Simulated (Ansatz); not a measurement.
# ZnO: the cost of one run

Method: DFT PBE, scalar-relativistic, plane waves, PAW, in Ansatz 0.2.0.

16 further runs of the same task are left out: 1 that didn't finish, 15 set aside as unsound or not needed.

## (1) The starting structure

It takes space group P6_3mc (No. 186, hexagonal). The conventional cell has a = 3.280 Å, b = 3.280 Å, c = 5.294 Å, α = 90.00°, β = 90.00°, γ = 120.00°. Zn (site symmetry 3m) has 4 O at 2.00 to 2.01 Å as nearest neighbours. O (site symmetry 3m) is surrounded by 4 Zn at 2.00 to 2.01 Å.

Structure file:

```cif
data_structure
_symmetry_space_group_name_H-M 'P 1'
_symmetry_Int_Tables_number 1
_cell_length_a 3.2797
_cell_length_b 3.2797
_cell_length_c 5.2938
_cell_angle_alpha 90.000
_cell_angle_beta 90.000
_cell_angle_gamma 120.000
_cell_volume 49.31
loop_
_atom_site_label
_atom_site_type_symbol
_atom_site_fract_x
_atom_site_fract_y
_atom_site_fract_z
_atom_site_occupancy
Zn1 Zn 0.33333 0.66667 0.00148 1
Zn2 Zn 0.66667 0.33333 0.50148 1
O1 O 0.33333 0.66667 0.38062 1
O2 O 0.66667 0.33333 0.88062 1
```

It is the result of an earlier relaxation at this level (volume 12.33 Å³/atom; gap on the mesh: 0.74 eV).

## (2) Plan of the line

The energy is mapped over a normal mode and a strain (zone-centre modes of the cell shown) (x along [1 0 0], y along [1 2 0], z along [0 0 1] of the conventional cell).

First coordinate, amplitude of mode 7 (346 cm⁻¹), largest displacement in the unstrained cell: 7 values from −0.131 Å. Second coordinate, normal strain along z: 7 values from −7.00 %.

Nothing else is relaxed (the pattern is fixed in fractional coordinates). Energies count from the relaxed high-symmetry cell. Points are written as (first, second).

The modes come from a phonon run on the reference cell, made beforehand.

Displacement patterns for an amplitude of 1 (Å):

```csv
atom,x1,y1,z1
Zn1,0.000,0.000,-0.245
Zn2,0.000,0.000,-0.245
O3,0.000,0.000,1.000
O4,0.000,0.000,1.000
```

## (3) The run at (−0.044 Å, −7.00 %)

input.yaml

```yaml
crystal:
  lattice:
    - [3.2797238684, 0.0, 0.0]
    - [-1.6398619342, 2.8403241874, 0.0]
    - [0.0, 0.0, 4.9232150836]
  atoms:
    - { symbol: Zn, position: [0.3333333333, 0.6666666667, 0.0035016513] }
    - { symbol: Zn, position: [0.6666666667, 0.3333333333, 0.5035016513] }
    - { symbol: O, position: [0.3333333333, 0.6666666667, 0.3723634336] }
    - { symbol: O, position: [0.6666666667, 0.3333333333, 0.8723634336] }
basis:
  ecutwfc: 520.0
kpoints:
  mp_grid: { grid: [9, 9, 6] }
hamiltonian:
  xc: pbe
  pseudopotentials: { kind: paw, azcp: { folder: soft_1 } }
scf:
  occupations: { method: gaussian, width: 0.05 }
output:
  forces: true
  stress: true
  eigenvalues: true
```

On the command line:

```console
ansatz run input.yaml --threads 1 --pin off --max-ram 2048MiB --backend cpu --events-out ev --progress --plain --runs-dir out
```

Q: Estimate wall time and peak memory on 1 thread of Arm Neoverse N1, shared host.

About 16 s, with a peak of 0.35 GiB.
